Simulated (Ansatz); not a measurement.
# InHF₂ (SMILES [F][InH][F]): functionals against CCSD(T) at one geometry

An exercise on one series of results from a longer session: the logs are not shown, and one member is left open.

Computed with Ansatz 0.2.0, Gaussian basis. Level: single points in def2-TZVPP.

Cores are frozen in the correlated methods. Filled d shells of the heavier atoms are correlated. Core potentials replace the inner electrons past krypton, and spin-orbit coupling is left out.

## Where the work starts

SMILES `[F][InH][F]`, 4 atoms, charge 0, spin multiplicity 1.

Atoms are counted from 1 here; the program's logs count them from 0.

Bond lengths: F1–In2 1.865 Å, In2–F3 1.939 Å, In2–H4 1.954 Å. Angles: F1–In2–F3 116.9°, F1–In2–H4 122.2°, F3–In2–H4 120.0°.

As a file:

```xyz
4
charge 0, multiplicity 1
F    -1.7386   -0.7373    0.1906
In   -0.0263   -0.0176    0.0208
F     1.4369   -1.0492    0.7661
H     0.3472    1.5209   -1.1239
```

The first run:

Contents of run/in.yaml:

```yaml
crystal:
  periodic: [false, false, false]
  atoms:
    - {symbol: F, position_ang: [-1.738600, -0.737300, 0.190600]}
    - {symbol: In, position_ang: [-0.026300, -0.017600, 0.020800]}
    - {symbol: F, position_ang: [1.436900, -1.049200, 0.766100]}
    - {symbol: H, position_ang: [0.347200, 1.520900, -1.123900]}
basis:
  gaussian: {orbitals: def2-TZVPP}
correlation: {method: ccsd_t}
output: {forces: true}
```

The command line of these runs was not kept.

Among the steps run: CCSD(T)/def2-TZVPP; PBE0-D4/def2-TZVPP; wB97M-V/def2-TZVPP; r2SCAN-D4/def2-TZVPP; PBE-D4/def2-TZVPP; BLYP-D4/def2-TZVPP; HSE06-D4/def2-TZVPP.

One table of the session follows, with a row left open; its other results are not shown here.

| method | RMS force component (eV/Å) | angle to CCSD(T) forces (°) | dipole (D) |
| --- | --- | --- | --- |
| CCSD(T) | 1.342 | reference | 2.35 |
| PBE0-D4 | ? | ? | ? |
| wB97M-V | 1.394 | 1.6 | 2.30 |
| r2SCAN-D4 | 1.351 | 2.5 | 2.25 |
| PBE-D4 | 1.441 | 10.6 | 2.18 |
| BLYP-D4 | 1.538 | 14.6 | 2.18 |
| HSE06-D4 | 1.322 | 1.0 | 2.33 |

**Question.** Estimate the row for PBE0-D4.

The run gave: RMS force component (eV/Å): 1.325; angle to CCSD(T) forces (°): 0.9; dipole (D): 2.34. In the column «RMS force component (eV/Å)» it lies between HSE06-D4 (1.322) and CCSD(T) (1.342).
